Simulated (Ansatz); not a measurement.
Consider an atomisation energy of CH₂ClNSi, SMILES Cl[SiH]1C=N1 (the Python package of Ansatz (0.2.0)).

`tae.py`
```python
"""Energy to split CH2ClNSi into its atoms."""

from collections import Counter
from dataclasses import dataclass

import ansatz as az


@dataclass
class Options:
    basis: str = "STO-3G"
    xc: str = "pbe0"


opts = Options()


def energy_of(molecule, charge=0, unpaired=0):
    calc = (
        molecule.calculation()
        .basis(gaussian=opts.basis)
        .functional(opts.xc)
    )
    if charge:
        calc = calc.charge(charge)
    if unpaired:
        calc = calc.spin("collinear", total=unpaired)
    return calc.run(threads=1, pin="off").report["free_energy_ev"]

molecule = (
    az.Crystal.molecule()
    .atom("Cl", [-0.455, -2.0525, -1.082])
    .atom("Si", [0.2869, -0.1969, -0.6222])
    .atom("C", [0.0884, 0.3388, 1.0124])
    .atom("N", [-0.8453, 0.7053, 0.4022])
    .atom("H", [0.4985, 0.6859, -1.8113])
    .atom("H", [0.4686, 0.4553, 2.0547])
)

# Hund ground states
unpaired = {"Cl": 1, "Si": 2, "C": 2, "N": 3, "H": 1}
counts = Counter(site.symbol for site in molecule.cartesian_sites)
atom_energy = {s: energy_of(az.Crystal.molecule().atom(s, (0, 0, 0)), 0, unpaired[s]) for s in counts}
whole = energy_of(molecule, 0, 0)
for s, e in atom_energy.items():
    print(f"{s:2s} x{counts[s]}  {e:14.5f} eV")
print(f"CH2ClNSi: {whole:.5f} eV")
split = sum(counts[s] * e for s, e in atom_energy.items()) - whole
print(f"atomisation energy (no zero-point term): {96.485332 * split:.1f} kJ/mol, {split / sum(counts.values()):.3f} eV an atom")
```

What does it cost to take this molecule apart into atoms?

2315.3 kJ/mol from the electronic energies, without the zero-point term.

The run itself:

```console
$ python tae.py
Cl x1    -12380.88214 eV
Si x1     -7777.64365 eV
C  x1     -1015.07911 eV
N  x1     -1465.03249 eV
H  x2       -12.69436 eV
CH2ClNSi: -22688.02244 eV
atomisation energy (no zero-point term): 2315.3 kJ/mol, 3.999 eV an atom
```

These settings explore the input space; basis and method may be short of convergence. The geometry is a force-field or estimated start, not a minimum of this method, and the basis set is short of its limit. All parts are taken at fixed geometry, without zero-point energy. Run time: 1.3 s on 1 thread of Arm Neoverse V2, on a shared host, peak memory 0.14 GiB.

(Lines on the test bed's own set-up are left out of the output.)
